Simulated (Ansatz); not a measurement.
# C₇H₉N: a ladder of functionals and wavefunction methods

One table from this session's results is given with a row withheld; the runs are named, their logs left out.

Method: functionals in def2-TZVPP, the program's frozen cores in correlated methods; program: Ansatz 0.2.0, Gaussian basis.

The runs, in order: LDA (SPW92), PBE-D4, revPBE-D4, BLYP-D4, r2SCAN-D4, B97M-V, PBE0-D4, B3LYP-D4, r2SCANh-D4, r2SCAN0-D4, HSE06-D4, BHLYP-D4, CAM-B3LYP-D4, LC-ωPBE, ωB97X-V, ωB97M-V, B2PLYP, PBE-QIDH; CCSD(T)/def2-SVP; CCSD(T)/def2-TZVPP; MP2/def2-QZVPP; extrapolation to the limit; RPA on PBE.

**The relaxed structure**

An earlier PBE0-D4 in a triple-zeta def2 set relaxation fixed the geometry.

SMILES `Cc1ccnc(C)c1`, 17 atoms, charge 0, spin multiplicity 1.

Atoms are counted from 1 here; the program's logs count them from 0.

Bond lengths: C1–C2 1.496 Å, C1–H9 1.091 Å, C1–H10 1.092 Å, C1–H11 1.094 Å, C2–C3 1.390 Å, C2–C8 1.388 Å, C3–C4 1.384 Å, C3–H12 1.084 Å, C4–N5 1.327 Å, C4–H13 1.087 Å, N5–C6 1.333 Å, C6–C7 1.496 Å, C6–C8 1.391 Å, C7–H14 1.091 Å, C7–H15 1.092 Å, C7–H16 1.093 Å, C8–H17 1.085 Å. Angles: C2–C1–H9 111.5°, C2–C1–H10 111.2°, C2–C1–H11 110.5°, H9–C1–H10 108.5°, H9–C1–H11 107.7°, H10–C1–H11 107.2°, C1–C2–C3 121.4°, C1–C2–C8 121.6°, C3–C2–C8 117.0°, C2–C3–C4 118.9°, C2–C3–H12 120.9°, C4–C3–H12 120.2°, C3–C4–N5 124.0°, C3–C4–H13 120.0°, N5–C4–H13 116.0°, C4–N5–C6 117.7°, N5–C6–C7 116.5°, N5–C6–C8 122.1° and more.

The first run:

Input file in.yaml:

```yaml
crystal:
  periodic: [false, false, false]
  atoms:
    - {symbol: C, position_ang: [1.438880, -2.082921, -0.130321]}
    - {symbol: C, position_ang: [0.851570, -0.709906, -0.048246]}
    - {symbol: C, position_ang: [1.656546, 0.417453, 0.063878]}
    - {symbol: C, position_ang: [1.056448, 1.661282, 0.158460]}
    - {symbol: N, position_ang: [-0.256092, 1.855077, 0.147838]}
    - {symbol: C, position_ang: [-1.039775, 0.782582, 0.038125]}
    - {symbol: C, position_ang: [-2.514347, 1.032328, 0.025204]}
    - {symbol: C, position_ang: [-0.521280, -0.504702, -0.061674]}
    - {symbol: H, position_ang: [0.711200, -2.806712, -0.499679]}
    - {symbol: H, position_ang: [2.310467, -2.101493, -0.787831]}
    - {symbol: H, position_ang: [1.770403, -2.417865, 0.857083]}
    - {symbol: H, position_ang: [2.737493, 0.331137, 0.075047]}
    - {symbol: H, position_ang: [1.669410, 2.555099, 0.244965]}
    - {symbol: H, position_ang: [-3.082051, 0.105496, -0.063907]}
    - {symbol: H, position_ang: [-2.816238, 1.544442, 0.941770]}
    - {symbol: H, position_ang: [-2.776851, 1.688415, -0.807998]}
    - {symbol: H, position_ang: [-1.195773, -1.349722, -0.152706]}
basis:
  gaussian: {orbitals: def2-TZVPP}
hamiltonian: {xc: lda}
output: {orbitals: {seedname: orbitals}}
```

On the command line:

```bash
$ ansatz run in.yaml --threads 2 --pin off --events-out ev --progress --plain --max-ram 32768MiB --backend cuda --devices 0, --max-vram 18GiB
```

Among the steps run: LDA; PBE-D4 (GGA); revPBE-D4 (GGA); BLYP-D4 (GGA); r2SCAN-D4 (meta-GGA); B97M-V (meta-GGA); PBE0-D4 (hybrid); B3LYP-D4 (hybrid); r2SCANh-D4 (hybrid); r2SCAN0-D4 (hybrid); HSE06-D4 (hybrid); BHLYP-D4 (hybrid); CAM-B3LYP-D4 (range-separated); LC-ωPBE (range-separated); ωB97X-V (range-separated); ωB97M-V (range-separated); B2PLYP (double hybrid); PBE-QIDH (double hybrid).

One of the session's tables, all rows but one given; the rest of the session is left out.

It belongs to the step «Frontier levels by functional». 

| functional | HOMO (eV) | gap (eV) |
| --- | --- | --- |
| LDA (SPW92) | -5.77 | 4.04 |
| PBE-D4 | -5.66 | 4.15 |
| revPBE-D4 | -5.60 | 4.19 |
| BLYP-D4 | -5.56 | 4.20 |
| r2SCAN-D4 | -5.97 | 4.65 |
| B97M-V | -6.18 | 4.92 |
| PBE0-D4 | -7.21 | 6.63 |
| B3LYP-D4 | -6.96 | 6.18 |
| r2SCANh-D4 | -6.55 | 5.56 |
| r2SCAN0-D4 | -7.33 | 6.84 |
| HSE06-D4 | -6.80 | 5.84 |
| BHLYP-D4 | -8.00 | 8.47 |
| CAM-B3LYP-D4 | ? | ? |
| LC-ωPBE | -9.72 | 11.26 |
| ωB97X-V | -9.37 | 10.89 |
| ωB97M-V | -9.30 | 10.75 |

Estimate the missing values for CAM-B3LYP-D4.

**Answer.** HOMO (eV): -8.43; gap (eV): 8.94. In the column «HOMO (eV)» it lies between ωB97M-V (-9.30) and BHLYP-D4 (-8.00).
